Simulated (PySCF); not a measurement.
# C2HCl2Si (SMILES C#C[Si](Cl)Cl): levels of theory compared

Wanted: a comparison of 6 runs (UHF/STO-3G, UHF/3-21G, UB3LYP/6-31G*, U-wB97M-V/cc-pVDZ, UB2PLYP/cc-pVDZ, USCS-MP2/cc-pVDZ) of C2HCl2Si. Input form: a Python script.

Program for the calculation: PySCF 2.14.0.

1 further run of the same task is left out (set aside as unsound or not needed).

## (1) The molecule

C2HCl2Si has 6 atoms, charge 0, and is taken as a doublet. SMILES: `C#C[Si](Cl)Cl`. The C2–Si3 distance was set to 2.345 Å, away from the relaxed value.

Bond lengths: C1–C2 1.208 Å, Si3–Cl4 2.043 Å, Si3–Cl5 2.043 Å, C1–H6 1.066 Å. Angles: Cl4–Si3–Cl5 110.2°, C2–C1–H6 179.0°. A long bond or contact: C2–Si3 2.345 Å.

## (2) A single-point energy at UHF/STO-3G (run 1)

File run.py:

```python
from pyscf import gto

molecule = gto.Mole()
molecule.atom = [
    ('C', (1.632278, 0.687265, 1.507210)),
    ('C', (0.829278, 0.299165, 0.692910)),
    ('Si', (-0.504400, -0.583800, -1.021800)),
    ('Cl', (-1.914000, -1.830600, -0.226100)),
    ('Cl', (-1.406000, 0.937000, -2.046300)),
    ('H', (2.328178, 1.038265, 2.235110)),
]
molecule.basis = 'sto-3g'
molecule.charge = 0
molecule.verbose = 3
molecule.max_memory = 1860
molecule.spin = 1
molecule.build()

mf = molecule.UHF()
mf.conv_tol = 1e-10
mf.kernel()
if not mf.converged:
    mf = mf.newton().run(mf.mo_coeff, mf.mo_occ)

e_tot = mf.e_tot
print('E(%s) = %.9f' % ('HF', e_tot))
```

Started as:

```bash
$ OMP_NUM_THREADS=1 python run.py
```

What it wrote:

```text
SCF not converged.
SCF energy = -1270.06408052415 after 50 cycles  <S^2> = 0.84414308  2S+1 = 2.0920259
converged SCF energy = -1270.07489920423  <S^2> = 1.2590693  2S+1 = 2.4568836
E(HF) = -1270.074899204
```

Run time: 1.4 s. Hardware: 1 thread of Arm Neoverse V1, shared host; peak memory 0.12 GiB.

## (3) The energy at UHF/3-21G (run 2)

File calc.py:

```python
from pyscf import gto

mol = gto.M(
    atom='''
C    1.632278   0.687265   1.507210
C    0.829278   0.299165   0.692910
Si  -0.504400  -0.583800  -1.021800
Cl  -1.914000  -1.830600  -0.226100
Cl  -1.406000   0.937000  -2.046300
H    2.328178   1.038265   2.235110
''',
    max_memory=1860,
    basis='3-21g',
    verbose=4,
    spin=1,
)

mf = mol.UHF()
mf.conv_tol = 1e-10
mf.kernel()
if not mf.converged:
    mf = mf.newton().run(mf.mo_coeff, mf.mo_occ)

etot = mf.e_tot
print('Final energy', etot)
```

Started as:

```bash
$ OMP_NUM_THREADS=1 python calc.py
```

What it wrote:

```text
PySCF version 2.14.0

[... 134 lines left out ...]
converged SCF energy = -1277.82531420946  <S^2> = 0.92232613  2S+1 = 2.1654802
Final energy -1277.825314209464
```

Run time: 1.4 s. Hardware: 1 thread of Arm Neoverse V1, shared host; peak memory 0.13 GiB.

Run 3 isn't shown in full; the table further down has it.

## (4) A single-point energy at U-wB97M-V/cc-pVDZ (run 4)

File start.xyz:

```xyz
6
C2HCl2Si
C      1.632278     0.687265     1.507210
C      0.829278     0.299165     0.692910
Si    -0.504400    -0.583800    -1.021800
Cl    -1.914000    -1.830600    -0.226100
Cl    -1.406000     0.937000    -2.046300
H      2.328178     1.038265     2.235110
```

File input.py:

```python
from pyscf import gto, dft

mol = gto.M(
    atom='start.xyz',
    max_memory=1860,
    spin=1,
    basis='cc-pvdz',
    verbose=3,
)

mf = dft.UKS(mol, xc='wb97m-v')
mf.grids.level = 5
mf.conv_tol = 1e-10
mf.nlcgrids.level = 1
mf.kernel()
if not mf.converged:
    mf = mf.newton().run(mf.mo_coeff, mf.mo_occ)

etot = mf.e_tot
print('E(%s) = %.9f' % ('WB97M-V', etot))
```

Started as:

```bash
$ OMP_NUM_THREADS=1 python input.py
```

What it wrote:

```text
WARN: HOMO -0.186475825262884 >= LUMO -0.186475825262883

converged SCF energy = -1286.56775498115  <S^2> = 0.75326421  2S+1 = 2.0032615
E(WB97M-V) = -1286.567754981
```

It took 2.8 min on 1 thread of Arm Neoverse V1, shared host; peak memory 0.52 GiB.

Run 5 isn't shown in full; the table further down has it.

## (5) The energy at USCS-MP2/cc-pVDZ (run 6)

File input.py:

```python
from pyscf import gto, scf, mp

system = gto.M(
    atom='''
C      1.632278     0.687265     1.507210
C      0.829278     0.299165     0.692910
Si    -0.504400    -0.583800    -1.021800
Cl    -1.914000    -1.830600    -0.226100
Cl    -1.406000     0.937000    -2.046300
H      2.328178     1.038265     2.235110
''',
    verbose=3,
    spin=1,
    max_memory=1860,
    basis='cc-pvdz',
    charge=0,
)

calc0 = scf.UHF(system)
calc0.conv_tol = 1e-10
calc0.kernel()
if not calc0.converged:
    calc0 = calc0.newton().run(calc0.mo_coeff, calc0.mo_occ)

pt = mp.MP2(calc0, frozen=17).run()
e_final = calc0.e_tot + 1.2 * pt.e_corr_os + pt.e_corr_ss / 3
print('Final energy', e_final)
```

Started as:

```bash
$ OMP_NUM_THREADS=1 python input.py
```

What it wrote:

```text
converged SCF energy = -1284.21705575993  <S^2> = 0.84072406  2S+1 = 2.0887547
E(UMP2) = -1284.79898483308  E_corr = -0.581929073159618
E(SCS-UMP2) = -1284.78066663725  E_corr = -0.563610877326271
Final energy -1284.7806666372514
```

It took 4.5 s on 1 thread of Arm Neoverse V1, shared host; peak memory 0.2 GiB.

## (6) All runs side by side

| run | level | integration grid | nlc grid | energy (Eh) | dipole moment (D) of the reference | HOMO energy (eV) | LUMO energy (eV) | wall time |
| --- | --- | --- | --- | --- | --- | --- | --- | --- |
| 1 | UHF/STO-3G | – | – | -1270.074899 | 2.33 | -8.53 | 2.54 | 1.4 s |
| 2 | UHF/3-21G | – | – | -1277.825314 | 2.07 | -10.63 | -0.92 | 1.4 s |
| 3 | UB3LYP/6-31G* (spherical functions) | 5 | – | -1286.624445 | 0.86 | -7.05 | -4.34 | 46 s |
| 4 | U-wB97M-V/cc-pVDZ | 5 | 1 | -1286.567755 | 1.12 | -9.12 | -2.31 | 2.8 min |
| 5 | UB2PLYP/cc-pVDZ | 5 | – | -1286.158960 | 1.12 | -8.38 | -2.73 | 52 s |
| 6 | USCS-MP2/cc-pVDZ | – | – | -1284.780667 | 1.25 | -10.35 | -0.14 | 4.5 s |

## (7) Outcome

| quantity | value |
| --- | --- |
| run 6: total energy | -1284.78067 Eh |
| run 6: dipole moment (Hartree–Fock density) | 1.25 D |
| run 6: HOMO energy (Hartree–Fock orbitals) (highest over α and β) | -10.35 eV |
| run 6: LUMO energy (Hartree–Fock orbitals) (lowest over α and β) | -0.14 eV |
| run 6: correlation energy (17 core orbitals frozen) | -563.6 mEh |
| run 6: ⟨S²⟩ of the reference determinant | 0.841 |

Over runs 1, 2, 3, 4, 5 the dipole moment (its size) runs from 0.86 D (UB3LYP/6-31G*) to 2.33 D (UHF/STO-3G). The two ends differ in method and basis. Totals of different functionals can't be ranked against each other. In run 1 the basis is minimal, so the values are rough. Spin contamination of the reference: run 1 ⟨S²⟩ = 1.26, run 2 ⟨S²⟩ = 0.92. All runs together took 4.6 min, the longest 2.8 min.
